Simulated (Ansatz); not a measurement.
Below is the output of a Python script on the Python package of Ansatz (0.2.0) that makes a ladder of methods at one geometry of BFH₆N₂Si, SMILES NBN[SiH2]F. Write a script that gives it. Settings (for the species named): B3LYP, def2-SVP basis, multiplicity 1. The script varies functional: b3lyp, lc_wpbe, revpbe, r2scan0.

```xyz
11

N    -0.7642    1.4692    1.3172
B    -0.7791    0.0572    0.8441
N     0.5151   -0.6578    0.5771
Si    0.6966   -1.0475   -1.1578
F     0.6079    0.3538   -2.0845
H     0.1631    1.9000    1.3359
H    -1.2888    2.0543    0.5688
H    -1.7544   -0.5104    0.7050
H     1.3393    0.0161    0.8252
H    -0.5246   -1.8970   -1.5015
H     1.8544   -1.7948   -1.4089
```

Output of `python methods_bfh6n2si.py`:
```text
functional    E (Ha)        dipole (D)   HOMO (eV)  LUMO (eV)
b3lyp         -527.170819     1.669      -7.149     -0.104
lc_wpbe       -526.911277     1.736     -10.251      2.472
revpbe        -527.003560     1.720      -5.935     -0.800
r2scan0       -526.962137     1.674      -7.682      0.310
```

The script that was run (others could print the same):

The script, `methods_bfh6n2si.py`:
```python
"""BFH6N2Si at several levels of theory."""

from pathlib import Path

import ansatz
import numpy as np

BASIS = "def2-SVP"

mol = (
    ansatz.Crystal.molecule()
    .atom("N", (-0.7642, 1.4692, 1.3172))
    .atom("B", (-0.7791, 0.0572, 0.8441))
    .atom("N", (0.5151, -0.6578, 0.5771))
    .atom("Si", (0.6966, -1.0475, -1.1578))
    .atom("F", (0.6079, 0.3538, -2.0845))
    .atom("H", (0.1631, 1.9, 1.3359))
    .atom("H", (-1.2888, 2.0543, 0.5688))
    .atom("H", (-1.7544, -0.5104, 0.705))
    .atom("H", (1.3393, 0.0161, 0.8252))
    .atom("H", (-0.5246, -1.897, -1.5015))
    .atom("H", (1.8544, -1.7948, -1.4089))
)

calculation = mol.calculation().basis(gaussian=BASIS)

print("functional    E (Ha)        dipole (D)   HOMO (eV)  LUMO (eV)")
for name in ["b3lyp", "lc_wpbe", "revpbe", "r2scan0"]:
    r = calculation.functional(name).forces().orbitals().run(threads=1, runs_dir="runs").report
    lines = Path(r["orbitals_path"]).read_text().splitlines()
    field_of = lambda key: [line.split("=")[1].strip() for line in lines if line.startswith(key)]
    orbitals = [(27.211386 * float(e), s, float(n)) for e, s, n in zip(field_of("Ene="), field_of("Spin="), field_of("Occup="))]
    homo = max(e for e, _, n in orbitals if n > 0.5)
    lumo = min(e for e, _, n in orbitals if n < 0.5)
    dipole = 4.803205 * np.linalg.norm(r["charge_distribution"]["dipole_moment_e_ang"])
    print(f"{name:10s} {r['free_energy_ev'] / 27.211386246:14.6f} {dipole:9.3f} {homo:11.3f} {lumo:10.3f}")
```

What to keep in mind:
- Total energies depend on the basis set; only differences at equal settings carry meaning.
- The geometry is a force-field or estimated start, not a minimum of this method, and the basis set is short of its limit. A lower total doesn't mark the better method: functionals have no common bound, and MP2 and coupled cluster aren't variational.
- b3lyp holds the VWN-RPA fit, as in Gaussian; the form of ORCA and Turbomole is b3lyp5.
- Levels such as HOMO and LUMO are orbital energies: with these approximate functionals they aren't the ionisation energy and electron affinity, and their gap isn't the fundamental gap.
- Wall time of the script: 20 s on 1 thread of Arm Neoverse V1, with other jobs on the host, peak memory 0.29 GiB.
